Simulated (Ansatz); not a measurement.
# Mo18S35: the cost of one run

Method: DFT, PBE, plane-wave PAW, default files, scalar-relativistic, as far as a step names no other, in Ansatz 0.2.0.

### Step 1. The starting structure

Symmetry: P3m1, No. 156, trigonal system. Conventional cell: a = 9.507 Å, b = 9.507 Å, c = 12.324 Å, α = 90.00°, β = 90.00°, γ = 120.00°. Mo (site symmetry 3m) is surrounded by 6 S at 2.41 Å. Mo (site symmetry 1) has 6 S at 2.41 Å in its first shell of neighbours. Mo (site symmetry m) is surrounded by 5 S at 2.41 Å. Around Mo (site symmetry m) lie 6 S at 2.41 Å. S (site symmetry 1) is surrounded by 3 Mo at 2.41 Å. Only part of the 20 independent sites is listed.

As a file:

```cif
data_structure
_symmetry_space_group_name_H-M 'P 1'
_symmetry_Int_Tables_number 1
_cell_length_a 9.5070
_cell_length_b 9.5070
_cell_length_c 12.3240
_cell_angle_alpha 90.000
_cell_angle_beta 90.000
_cell_angle_gamma 120.000
_cell_volume 964.65
loop_
_atom_site_label
_atom_site_type_symbol
_atom_site_fract_x
_atom_site_fract_y
_atom_site_fract_z
_atom_site_occupancy
Mo1 Mo 0.11111 0.22222 0.25000 1
Mo2 Mo 0.11111 0.55556 0.25000 1
Mo3 Mo 0.11111 0.88889 0.25000 1
Mo4 Mo 0.44444 0.22222 0.25000 1
Mo5 Mo 0.44444 0.55556 0.25000 1
Mo6 Mo 0.44444 0.88889 0.25000 1
Mo7 Mo 0.77778 0.22222 0.25000 1
Mo8 Mo 0.77778 0.55556 0.25000 1
Mo9 Mo 0.77778 0.88889 0.25000 1
Mo10 Mo 0.22222 0.11111 0.75000 1
Mo11 Mo 0.22222 0.44444 0.75000 1
Mo12 Mo 0.22222 0.77778 0.75000 1
Mo13 Mo 0.55556 0.11111 0.75000 1
Mo14 Mo 0.55556 0.44444 0.75000 1
Mo15 Mo 0.55556 0.77778 0.75000 1
Mo16 Mo 0.88889 0.11111 0.75000 1
Mo17 Mo 0.88889 0.44444 0.75000 1
Mo18 Mo 0.88889 0.77778 0.75000 1
S1 S 0.11111 0.55556 0.62300 1
S2 S 0.11111 0.88889 0.62300 1
S3 S 0.44444 0.22222 0.62300 1
S4 S 0.44444 0.55556 0.62300 1
S5 S 0.44444 0.88889 0.62300 1
S6 S 0.77778 0.22222 0.62300 1
S7 S 0.77778 0.55556 0.62300 1
S8 S 0.77778 0.88889 0.62300 1
S9 S 0.22222 0.11111 0.12300 1
S10 S 0.22222 0.44444 0.12300 1
S11 S 0.22222 0.77778 0.12300 1
S12 S 0.55556 0.11111 0.12300 1
S13 S 0.55556 0.44444 0.12300 1
S14 S 0.55556 0.77778 0.12300 1
S15 S 0.88889 0.11111 0.12300 1
S16 S 0.88889 0.44444 0.12300 1
S17 S 0.88889 0.77778 0.12300 1
S18 S 0.11111 0.22222 0.87700 1
S19 S 0.11111 0.55556 0.87700 1
S20 S 0.11111 0.88889 0.87700 1
S21 S 0.44444 0.22222 0.87700 1
S22 S 0.44444 0.55556 0.87700 1
S23 S 0.44444 0.88889 0.87700 1
S24 S 0.77778 0.22222 0.87700 1
S25 S 0.77778 0.55556 0.87700 1
S26 S 0.77778 0.88889 0.87700 1
S27 S 0.22222 0.11111 0.37700 1
S28 S 0.22222 0.44444 0.37700 1
S29 S 0.22222 0.77778 0.37700 1
S30 S 0.55556 0.11111 0.37700 1
S31 S 0.55556 0.44444 0.37700 1
S32 S 0.55556 0.77778 0.37700 1
S33 S 0.88889 0.11111 0.37700 1
S34 S 0.88889 0.44444 0.37700 1
S35 S 0.88889 0.77778 0.37700 1
```

The vacant site is at (0.111, 0.222, 0.623) in fractional coordinates of the input's cell.

### Step 2. Single point at the given positions

Input file input.yaml:

```yaml
crystal:
  lattice:
    - [9.507, 0.0, 0.0]
    - [-4.7535, 8.2333035138, 0.0]
    - [0.0, 0.0, 12.324]
  atoms:
    - { symbol: Mo, position: [0.1111111111, 0.2222222222, 0.25] }
    - { symbol: Mo, position: [0.1111111111, 0.5555555556, 0.25] }
    - { symbol: Mo, position: [0.1111111111, 0.8888888889, 0.25] }
    - { symbol: Mo, position: [0.4444444444, 0.2222222222, 0.25] }
    - { symbol: Mo, position: [0.4444444444, 0.5555555556, 0.25] }
    - { symbol: Mo, position: [0.4444444444, 0.8888888889, 0.25] }
    - { symbol: Mo, position: [0.7777777778, 0.2222222222, 0.25] }
    - { symbol: Mo, position: [0.7777777778, 0.5555555556, 0.25] }
    - { symbol: Mo, position: [0.7777777778, 0.8888888889, 0.25] }
    - { symbol: Mo, position: [0.2222222222, 0.1111111111, 0.75] }
    - { symbol: Mo, position: [0.2222222222, 0.4444444444, 0.75] }
    - { symbol: Mo, position: [0.2222222222, 0.7777777778, 0.75] }
    - { symbol: Mo, position: [0.5555555556, 0.1111111111, 0.75] }
    - { symbol: Mo, position: [0.5555555556, 0.4444444444, 0.75] }
    - { symbol: Mo, position: [0.5555555556, 0.7777777778, 0.75] }
    - { symbol: Mo, position: [0.8888888889, 0.1111111111, 0.75] }
    - { symbol: Mo, position: [0.8888888889, 0.4444444444, 0.75] }
    - { symbol: Mo, position: [0.8888888889, 0.7777777778, 0.75] }
    - { symbol: S, position: [0.1111111111, 0.5555555556, 0.623] }
    - { symbol: S, position: [0.1111111111, 0.8888888889, 0.623] }
    - { symbol: S, position: [0.4444444444, 0.2222222222, 0.623] }
    - { symbol: S, position: [0.4444444444, 0.5555555556, 0.623] }
    - { symbol: S, position: [0.4444444444, 0.8888888889, 0.623] }
    - { symbol: S, position: [0.7777777778, 0.2222222222, 0.623] }
    - { symbol: S, position: [0.7777777778, 0.5555555556, 0.623] }
    - { symbol: S, position: [0.7777777778, 0.8888888889, 0.623] }
    - { symbol: S, position: [0.2222222222, 0.1111111111, 0.123] }
    - { symbol: S, position: [0.2222222222, 0.4444444444, 0.123] }
    - { symbol: S, position: [0.2222222222, 0.7777777778, 0.123] }
    - { symbol: S, position: [0.5555555556, 0.1111111111, 0.123] }
    - { symbol: S, position: [0.5555555556, 0.4444444444, 0.123] }
    - { symbol: S, position: [0.5555555556, 0.7777777778, 0.123] }
    - { symbol: S, position: [0.8888888889, 0.1111111111, 0.123] }
    - { symbol: S, position: [0.8888888889, 0.4444444444, 0.123] }
    - { symbol: S, position: [0.8888888889, 0.7777777778, 0.123] }
    - { symbol: S, position: [0.1111111111, 0.2222222222, 0.877] }
    - { symbol: S, position: [0.1111111111, 0.5555555556, 0.877] }
    - { symbol: S, position: [0.1111111111, 0.8888888889, 0.877] }
    - { symbol: S, position: [0.4444444444, 0.2222222222, 0.877] }
    - { symbol: S, position: [0.4444444444, 0.5555555556, 0.877] }
    - { symbol: S, position: [0.4444444444, 0.8888888889, 0.877] }
    - { symbol: S, position: [0.7777777778, 0.2222222222, 0.877] }
    - { symbol: S, position: [0.7777777778, 0.5555555556, 0.877] }
    - { symbol: S, position: [0.7777777778, 0.8888888889, 0.877] }
    - { symbol: S, position: [0.2222222222, 0.1111111111, 0.377] }
    - { symbol: S, position: [0.2222222222, 0.4444444444, 0.377] }
    - { symbol: S, position: [0.2222222222, 0.7777777778, 0.377] }
    - { symbol: S, position: [0.5555555556, 0.1111111111, 0.377] }
    - { symbol: S, position: [0.5555555556, 0.4444444444, 0.377] }
    - { symbol: S, position: [0.5555555556, 0.7777777778, 0.377] }
    - { symbol: S, position: [0.8888888889, 0.1111111111, 0.377] }
    - { symbol: S, position: [0.8888888889, 0.4444444444, 0.377] }
    - { symbol: S, position: [0.8888888889, 0.7777777778, 0.377] }
total_charge: 2
kpoints:
  mp_grid: { grid: [3, 3, 2] }
scf:
  occupations: { method: fermi_dirac, width: 0.01 }
hamiltonian:
  xc: pbe
  pseudopotentials: { kind: paw }
output:
  forces: true
  stress: true
  populations: true
  efg:
    quadrupole_moments_barn: { Mo: -0.022, S: -0.0694 }
    contact_densities: true
  write_density: true
  write_potential: true
  elf: true
  volumetric_format: npy
```

Command:

```
$ ansatz run input.yaml --threads 4 --pin off --max-ram 8192MiB --backend cpu --events-out ev --progress --plain --runs-dir out
```

**Question.** How long does this run take on 4 threads of AMD EPYC 9B45 (Zen 5), shared host, and how much memory does it need?

About 40 s, with a peak of 5.1 GiB.
